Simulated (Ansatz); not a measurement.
**HfSBr (element-swapped structure): how the settings move a single-point run**

How sensitive is a single-point run of HfSBr (element-swapped structure) to its settings? A reference run comes first, then four runs with altered input.

Computed with Ansatz 0.2.0 (reference: DFT r2SCAN, plane waves, PAW, scalar-relativistic, no spin polarisation, unless a step's input says otherwise).

## (1) The system as given

The structure is tetragonal, space group P4/nmm (No. 129). Conventional cell: a = 3.869 Å, b = 3.869 Å, c = 8.511 Å, α = 90.00°, β = 90.00°, γ = 90.00°. Br (site symmetry -4m2) is surrounded by 4 Br at 2.74 Å and 4 Hf at 3.04 Å. Around Hf (site symmetry 4mm) lie 5 S at 2.89 to 2.91 Å and 4 Br at 3.04 Å. Around S (site symmetry 4mm) lie 5 Hf at 2.89 to 2.91 Å.

Structure file:

```cif
data_structure
_symmetry_space_group_name_H-M 'P4/nmm:1'
_symmetry_Int_Tables_number 129
_cell_length_a 3.8695
_cell_length_b 3.8695
_cell_length_c 8.5107
_cell_angle_alpha 90.000
_cell_angle_beta 90.000
_cell_angle_gamma 90.000
_cell_volume 127.43
loop_
_atom_site_label
_atom_site_type_symbol
_atom_site_symmetry_multiplicity
_atom_site_Wyckoff_symbol
_atom_site_fract_x
_atom_site_fract_y
_atom_site_fract_z
_atom_site_occupancy
Br1 Br 2 a 0.00000 0.00000 0.00000 1
Hf1 Hf 2 c 0.00000 0.50000 0.27500 1
S1 S 2 c 0.00000 0.50000 0.61700 1
```

## (2) Reference

input.yaml

```yaml
crystal:
  lattice:
    - [3.86946, 0.0, 0.0]
    - [0.0, 3.86946, 0.0]
    - [0.0, 0.0, 8.510668]
  atoms:
    - { symbol: Br, position: [0.0, 0.0, 0.0] }
    - { symbol: Br, position: [0.5, 0.5, 0.0] }
    - { symbol: Hf, position: [0.0, 0.5, 0.275] }
    - { symbol: Hf, position: [0.5, 0.0, 0.725] }
    - { symbol: S, position: [0.0, 0.5, 0.617] }
    - { symbol: S, position: [0.5, 0.0, 0.383] }
  symmetry: { tolerance: 0.0003 }
kpoints:
  mp_grid: { grid: [5, 5, 2], shift: [0, 0, 0] }
magnetization:
  spin_polarized: false
scf:
  occupations: { method: fermi_dirac }
hamiltonian:
  pseudopotentials: { kind: paw }
  xc: r2scan
basis:
  ecutwfc: 500
output:
  forces: true
  stress: true
  eigenvalues: true
```

Started as:

```sh
$ ansatz run input.yaml --threads 1 --pin off --max-ram 2560MiB --backend cpu --events-out ev --progress --plain --runs-dir out
```

## (3) Changed: pseudopotentials.kind nc, pseudopotentials.accuracy standard

input.yaml: that of step 2 with these lines changed.

```diff
@@ -20,3 +20,3 @@
 hamiltonian:
-  pseudopotentials: { kind: paw }
+  pseudopotentials: { kind: nc, accuracy: standard }
   xc: r2scan
```

## (4) Changing settings: ecutrho_ratio 6

input.yaml: that of step 2 with these lines changed.

```diff
@@ -24,2 +24,3 @@
   ecutwfc: 500
+  ecutrho_ratio: 6
 output:
```

## (5) Variant: starting moments, spin_polarized true, accuracy high

input.yaml

```yaml
crystal:
  lattice:
    - [3.86946, 0.0, 0.0]
    - [0.0, 3.86946, 0.0]
    - [0.0, 0.0, 8.510668]
  atoms:
    - { symbol: Br, position: [0.0, 0.0, 0.0], spin: 0.5 }
    - { symbol: Br, position: [0.5, 0.5, 0.0], spin: 1.0 }
    - { symbol: Hf, position: [0.0, 0.5, 0.275], spin: -4.0 }
    - { symbol: Hf, position: [0.5, 0.0, 0.725], spin: -4.0 }
    - { symbol: S, position: [0.0, 0.5, 0.617], spin: 1.0 }
    - { symbol: S, position: [0.5, 0.0, 0.383], spin: -0.5 }
  symmetry: { tolerance: 0.0003 }
kpoints:
  mp_grid: { grid: [5, 5, 2], shift: [0, 0, 0] }
magnetization:
  spin_polarized: true
scf:
  occupations: { method: fermi_dirac }
hamiltonian:
  pseudopotentials: { kind: paw }
  xc: r2scan
basis:
  ecutwfc: 500
output:
  forces: true
  stress: true
  eigenvalues: true
accuracy: high
```

## (6) The same system, input altered

input.yaml: that of step 2 with these lines changed.

```diff
@@ -19,2 +19,3 @@
   occupations: { method: fermi_dirac }
+  max_iter: 80
 hamiltonian:
@@ -22,2 +23,3 @@
   xc: r2scan
+  hubbard: { sites: [{ species: Hf, l: f, u_eff: 4.0 }] }
 basis:
```

(Steps that only read results are left out.)

What does the calculation give? Wanted: for each run, ending; energy change; pressure; gap; abs. moment; force.

As calculated:

```csv
run,ending,energy change,pressure (GPa),gap (eV),abs. moment (μB),force (eV/Å),cycles,time
reference,converged,0,-2.1,0.00,0.00,0.88,10,25 s
"1: pseudopotentials.kind nc, pseudopotentials.accuracy standard",converged,not comparable,-2.7,0.00,0.00,0.84,10,17 s
2: ecutrho_ratio 6,converged,0.0 meV/atom,-2.1,0.00,0.00,0.88,10,26 s
"3: starting moments, spin_polarized true, accuracy high",converged,-2.8 meV/atom,-1.8,-,1.42,0.88,34,6.7 min
"4: hubbard.sites [{species: Hf, l: f, u_eff: 4.0}]",converged,+0.3 meV/atom (U changed: no physical gain or loss),-2.1,0.00,0.00,0.88,11,34 s
```

Residual by cycle in the longest SCF loop of each run; runs are numbered as in the table. The quantity is the density residual dr2, in eV.

```csv
cycle,reference,run 1,run 2,run 3,run 4
1,0.457,100,0.458,84.5,103
4,0.00268,0.493,0.00268,4.42,1.37
7,1.7e-5,5.1e-5,1.7e-5,0.113,0.00342
10,8.1e-9,2.6e-8,7.9e-9,0.0772,2.5e-6
13,-,-,-,0.00456,-
16,-,-,-,4.7e-5,-
19,-,-,-,4.7e-6,-
22,-,-,-,2.7e-7,-
25,-,-,-,3.8e-8,-
28,-,-,-,2.4e-8,-
31,-,-,-,1.6e-9,-
34,-,-,-,5.3e-11,-
```

What this shows: Of the converged runs whose energies compare with the reference's, «starting moments, spin_polarized true, accuracy high» moves the energy most (-2.8 meV/atom). Run 1 ran under the cutoff that the potentials recommend, as the log warns, so basis error is mixed into its values, and swamps them where the cutoff is far short. A changed U is a change of model: its shifts are not errors of convergence. Of the variants the dearest is «starting moments, spin_polarized true, accuracy high» (6.7 min), the cheapest «pseudopotentials.kind nc, pseudopotentials.accuracy standard» (17 s), on a shared host.

Caveats on the reference run: its mesh is coarse for a cell with so small a gap or none; the structure is made up and not relaxed.
